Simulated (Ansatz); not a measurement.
# HfRu: a short molecular-dynamics run

Aim: set HfRu (a randomly packed cell, 8 atoms, not relaxed) in motion for 40 steps of 1 fs under a Langevin thermostat at 100 K, and see how temperature, energy and positions respond.

All numbers below are computed with Ansatz 0.2.0 (DFT PBE, plane waves, PAW, scalar-relativistic, no spin polarisation).

### Step 1. The system as given

The cell holds 8 atoms (Hf4Ru4): a = 5.273 Å, b = 5.047 Å, c = 5.703 Å, α = 96.17°, β = 78.06°, γ = 97.73°.

As a file:

```
CELL_PARAMETERS angstrom
5.27056 0.12868 0.09356
-0.78725 4.93482 -0.70661
1.07311 0.34518 5.59056
ATOMIC_POSITIONS crystal
Ru 0.33957 0.08622 0.10665
Ru 0.67764 0.51123 0.51698
Ru 0.82947 0.16678 0.18509
Ru 0.32397 0.64584 0.85678
Hf 0.97551 0.25530 0.72187
Hf 0.43720 0.01230 0.53665
Hf 0.18390 0.55073 0.31809
Hf 0.73888 0.64143 0.06579
```

### Step 2. The run

File input.yaml:

```yaml
crystal:
  lattice:
    - [5.270561, 0.128684, 0.093565]
    - [-0.787252, 4.934823, -0.706608]
    - [1.073112, 0.345178, 5.590561]
  atoms:
    - { symbol: Ru, position: [0.339566, 0.086222, 0.106653] }
    - { symbol: Ru, position: [0.677641, 0.511231, 0.516983] }
    - { symbol: Ru, position: [0.829474, 0.166779, 0.185089] }
    - { symbol: Ru, position: [0.323965, 0.645835, 0.856779] }
    - { symbol: Hf, position: [0.975506, 0.255304, 0.721872] }
    - { symbol: Hf, position: [0.437204, 0.012298, 0.536646] }
    - { symbol: Hf, position: [0.183897, 0.550732, 0.31809] }
    - { symbol: Hf, position: [0.738876, 0.641433, 0.065787] }
kpoints:
  mp_grid: { grid: [3, 3, 3] }
magnetization:
  spin_polarized: false
scf:
  occupations: { method: fermi_dirac, width: 0.1 }
hamiltonian:
  pseudopotentials: { kind: paw }
  xc: pbe
basis:
  ecutwfc: 420
md:
  timestep: 1.0
  n_steps: 40
  ensemble: nvt_langevin
  temperature: 100.0
  initial_velocities: maxwell_boltzmann
  seed: 918098
```

Launch:

```sh
$ ansatz run input.yaml --threads 2 --pin off --max-ram 2560MiB --backend cpu --events-out ev --progress --plain --runs-dir out
```

Q: Predict the outcome of this session. Wanted: temperature, first and last step; temperature, second half; potential energy, second half; mean square displacement, second half.

As calculated:

```
                             quantity                          value
                               length               40 steps of 1 fs
     temperature, first and last step                   88 and 540 K
             temperature, second half  mean 482 K, from 330 to 541 K
        potential energy, second half    -57 meV/atom from the start
mean square displacement, second half          Ru 0.005, Hf 0.003 Å²
```

Against a set 100 K the second half averages 482 K, going from 330 to 540 K over that half; the potential energy of that half lies 57 meV/atom under the start, so the atoms have moved to lower-lying arrangements, and the energy set free heats the cell. Over the second half Ru atoms stand 0.1 Å (root mean square) from where they began, and the farthest move is 0.1 Å. Averages from a run of 40 fs with 8 atoms are rough.
